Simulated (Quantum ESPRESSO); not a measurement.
# Ti (Fm-3m) in Quantum ESPRESSO: notebook

Aim: see how the results for Ti move with the level of theory and the settings. Levels: LDA, PBEsol. Tasks: single point.

All numbers are computed with Quantum ESPRESSO 7.5; they aren't measurements. Logs are shortened: lines on timing, memory, paths and dates and some standing lists are left out, and cuts for length are marked.

## 1. The structure

The structure is cubic, space group Fm-3m (No. 225). Conventional cell: a = 4.250 Å, b = 4.250 Å, c = 4.250 Å, α = 90.00°, β = 90.00°, γ = 90.00°. Ti (site symmetry m-3m) is surrounded by 12 Ti at 3.01 Å.

The cell was built by a generator and needn't be a form met in nature.

## 2. Single point, LDA

Input file pw.in:

```
&CONTROL
  calculation = 'scf'
  prefix = 'pwscf'
  outdir = './tmp'
  pseudo_dir = './pseudo'
  tprnfor = .true.
  tstress = .true.
  disk_io = 'nowf'
/
&SYSTEM
  ibrav = 0
  nat = 1
  ntyp = 1
  ecutwfc = 45
  ecutrho = 360
  nbnd = 12
  occupations = 'smearing'
  smearing = 'mp'
  degauss = 0.00734986
/
&ELECTRONS
  conv_thr = 2d-10
  electron_maxstep = 120
  mixing_beta = 0.5
/
ATOMIC_SPECIES
Ti    47.8670 ti_lda_v1.4.uspp.F.UPF
CELL_PARAMETERS angstrom
   0.0000000000    2.1250000000    2.1250000000
   2.1250000000    0.0000000000    2.1250000000
   2.1250000000    2.1250000000    0.0000000000
ATOMIC_POSITIONS crystal
Ti     0.0000000000    0.0000000000    0.0000000000
K_POINTS automatic
16 16 16 0 0 0
```

Potentials or basis: GBRV 1.5 LDA.

Command:

```console
> OMP_NUM_THREADS=1 pw.x -in pw.in > pw.out
```

pw.out:

```text
This program is part of the open-source Quantum ESPRESSO suite
     for quantum simulation of materials; please cite
[... 9 lines left out ...]
     --------------------
     sticks:   dense  smooth     PW     G-vecs:    dense   smooth      PW
     Sum         805     397    127                15065     5209     965

     Using Slab Decomposition

     bravais-lattice index     =            0
     lattice parameter (alat)  =       5.6790  a.u.
     unit-cell volume          =     129.5100 (a.u.)^3
     number of atoms/cell      =            1
     number of atomic types    =            1
     number of electrons       =        12.00
     number of Kohn-Sham states=           12
     kinetic-energy cutoff     =      45.0000  Ry
     charge density cutoff     =     360.0000  Ry
     scf convergence threshold =      2.0E-10
     mixing beta               =       0.5000
     number of iterations used =            8  plain     mixing
     Exchange-correlation=  SLA  PZ   NOGX NOGC
                           (   1   1   0   0   0   0   0)

     celldm(1)=   5.679012  celldm(2)=   0.000000  celldm(3)=   0.000000
     celldm(4)=   0.000000  celldm(5)=   0.000000  celldm(6)=   0.000000

     crystal axes: (cart. coord. in units of alat)
               a(1) = (   0.000000   0.707107   0.707107 )
               a(2) = (   0.707107   0.000000   0.707107 )
               a(3) = (   0.707107   0.707107   0.000000 )

     reciprocal axes: (cart. coord. in units 2 pi/alat)
               b(1) = ( -0.707107  0.707107  0.707107 )
               b(2) = (  0.707107 -0.707107  0.707107 )
               b(3) = (  0.707107  0.707107 -0.707107 )

     PseudoPot. # 1 for Ti read from file:
     ti_lda_v1.4.uspp.F.UPF
     Pseudo is Ultrasoft + core correction, Zval = 12.0
     Generated by new atomic code, or converted to UPF format
     Using radial grid of  851 points,  6 beta functions with:
                l(1) =   0
                l(2) =   0
                l(3) =   1
                l(4) =   1
                l(5) =   2
                l(6) =   2
     Q(r) pseudized with  6 coefficients,  rinner =    1.000   1.000   1.000
                                                       1.000   1.000

     atomic species   valence    mass     pseudopotential
     Ti               12.00    47.86700     Ti( 1.00)

     48 Sym. Ops., with inversion, found

   Cartesian axes

     site n.     atom                  positions (alat units)
         1        Ti     tau(   1) = (   0.0000000   0.0000000   0.0000000  )

     number of k points=   145  Methfessel-Paxton smearing, width (Ry)=  0.0073

     Number of k-points >= 100: set verbosity='high' to print them.

     Dense  grid:    15065 G-vectors     FFT dimensions: (  36,  36,  36)

     Smooth grid:     5209 G-vectors     FFT dimensions: (  25,  25,  25)

     Check: negative core charge=   -0.000015

     Initial potential from superposition of free atoms

     starting charge      11.0000, renormalised to      12.0000

     negative rho (up, down):  5.445E-04 0.000E+00
     Starting wfcs are   10 randomized atomic wfcs +    2 random wfcs

     Self-consistent Calculation

     iteration #  1     ecut=    45.00 Ry     beta= 0.50
     Davidson diagonalization with overlap
     ethr =  1.00E-02,  avg # of iterations =  4.9

     negative rho (up, down):  5.699E-04 0.000E+00

     total energy              =    -119.03016967 Ry
     estimated scf accuracy    <       0.70891686 Ry

     iteration #  2     ecut=    45.00 Ry     beta= 0.50
     Davidson diagonalization with overlap
     ethr =  5.91E-03,  avg # of iterations =  2.0

     negative rho (up, down):  4.599E-04 0.000E+00

     total energy              =    -119.21444158 Ry
     estimated scf accuracy    <       0.03492586 Ry

     iteration #  3     ecut=    45.00 Ry     beta= 0.50
     Davidson diagonalization with overlap
     ethr =  2.91E-04,  avg # of iterations =  1.8

     negative rho (up, down):  3.834E-04 0.000E+00

     total energy              =    -119.22234627 Ry
     estimated scf accuracy    <       0.00041212 Ry

     iteration #  4     ecut=    45.00 Ry     beta= 0.50
     Davidson diagonalization with overlap
     ethr =  3.43E-06,  avg # of iterations =  4.9

     negative rho (up, down):  3.640E-04 0.000E+00

     total energy              =    -119.22243873 Ry
     estimated scf accuracy    <       0.00013541 Ry

     iteration #  5     ecut=    45.00 Ry     beta= 0.50
     Davidson diagonalization with overlap
     ethr =  1.13E-06,  avg # of iterations =  1.9

     negative rho (up, down):  3.637E-04 0.000E+00

     total energy              =    -119.22247381 Ry
     estimated scf accuracy    <       0.00000700 Ry

     iteration #  6     ecut=    45.00 Ry     beta= 0.50
     Davidson diagonalization with overlap
     ethr =  5.83E-08,  avg # of iterations =  2.0

     negative rho (up, down):  3.634E-04 0.000E+00

     total energy              =    -119.22247585 Ry
     estimated scf accuracy    <       0.00000132 Ry

     iteration #  7     ecut=    45.00 Ry     beta= 0.50
     Davidson diagonalization with overlap
     ethr =  1.10E-08,  avg # of iterations =  1.7

     negative rho (up, down):  3.634E-04 0.000E+00

     total energy              =    -119.22247617 Ry
     estimated scf accuracy    <       0.00000002 Ry

     iteration #  8     ecut=    45.00 Ry     beta= 0.50
     Davidson diagonalization with overlap
     ethr =  2.00E-10,  avg # of iterations =  1.9

     negative rho (up, down):  3.634E-04 0.000E+00

     total energy              =    -119.22247618 Ry
     estimated scf accuracy    <          2.1E-09 Ry

     iteration #  9     ecut=    45.00 Ry     beta= 0.50
     Davidson diagonalization with overlap
     ethr =  1.71E-11,  avg # of iterations =  1.0

     negative rho (up, down):  3.634E-04 0.000E+00

     total energy              =    -119.22247617 Ry
     estimated scf accuracy    <          1.7E-09 Ry

     iteration # 10     ecut=    45.00 Ry     beta= 0.50
     Davidson diagonalization with overlap
     ethr =  1.40E-11,  avg # of iterations =  1.7

     negative rho (up, down):  3.634E-04 0.000E+00

     End of self-consistent calculation

     Number of k-points >= 100: set verbosity='high' to print the bands.

     the Fermi energy is    11.4648 ev

!    total energy              =    -119.22247617 Ry
     estimated scf accuracy    <          1.1E-12 Ry
     smearing contrib. (-TS)   =      -0.00003344 Ry
     internal energy E=F+TS    =    -119.22244274 Ry

     The total energy is F=E-TS. E is the sum of the following terms:
     one-electron contribution =     -44.82613265 Ry
     hartree contribution      =      25.57241922 Ry
     xc contribution           =     -17.76321129 Ry
     ewald contribution        =     -82.20551802 Ry

     convergence has been achieved in  10 iterations

     negative rho (up, down):  3.634E-04 0.000E+00

     Forces acting on atoms (cartesian axes, Ry/au):

     atom    1 type  1   force =     0.00000000    0.00000000    0.00000000

     Total force =     0.000000     Total SCF correction =     0.000000

     Computing stress (Cartesian axis) and pressure

     negative rho (up, down):  3.634E-04 0.000E+00
          total   stress  (Ry/bohr**3)                   (kbar)     P=     -160.91
  -0.00109382   0.00000000   0.00000000         -160.91        0.00        0.00
   0.00000000  -0.00109382   0.00000000            0.00     -160.91        0.00
   0.00000000   0.00000000  -0.00109382            0.00        0.00     -160.91

=------------------------------------------------------------------------------=
   JOB DONE.
=------------------------------------------------------------------------------=
```

Run time: 16 s. Hardware: 1 thread of Intel Xeon Platinum 8488C (Sapphire Rapids), shared host; peak memory 0.1 GiB.

What came out:

```
Free energy            : -1622.1044 eV
Pressure               : -16.1 GPa
Band gap on the k mesh : none (metal or under the smearing width)
```

Caveat: so large a pressure means that the cell lies far from this level's equilibrium, or that cutoff or potentials fall short.

## 3. Single point, PBEsol

Changes to pw.in since step 2:

```diff
@@ -26,3 +26,3 @@
 ATOMIC_SPECIES
-Ti    47.8670 ti_lda_v1.4.uspp.F.UPF
+Ti    47.8670 ti_pbesol_v1.4.uspp.F.UPF
 CELL_PARAMETERS angstrom
```

Potentials or basis: GBRV 1.5 PBEsol.

Command:

```console
> OMP_NUM_THREADS=1 pw.x -in pw.in > pw.out
```

Run time: 16 s. Hardware: 1 thread of Intel Xeon Platinum 8259CL at 2.50GHz (Skylake/Cascade Lake), shared host; peak memory 0.1 GiB.

It converged, with:

- Free energy: -1620.8872 eV
- Pressure: -12.6 GPa
- Band gap on the k mesh: none (metal or under the smearing width)

Levels at points of the mesh, in eV from the Fermi level:
| k point | band 2 | band 3 | band 4 | band 5 | band 6 | band 7 | band 8 | band 9 | band 10 | band 11 |
| --- | --- | --- | --- | --- | --- | --- | --- | --- | --- | --- |
| (0.00, 0.00, 0.00) | -32.69 | -32.69 | -32.69 | -5.83 | 0.82 | 0.82 | 0.82 | 2.23 | 2.23 | 14.73 |
| (0.00, 0.00, -0.50) | -33.18 | -32.76 | -32.76 | -2.37 | 0.44 | 0.72 | 0.72 | 3.18 | 3.18 | 7.21 |
| (0.00, -0.50, -0.50) | -33.15 | -32.87 | -32.87 | -2.26 | -1.46 | 2.44 | 3.16 | 3.42 | 3.42 | 9.45 |
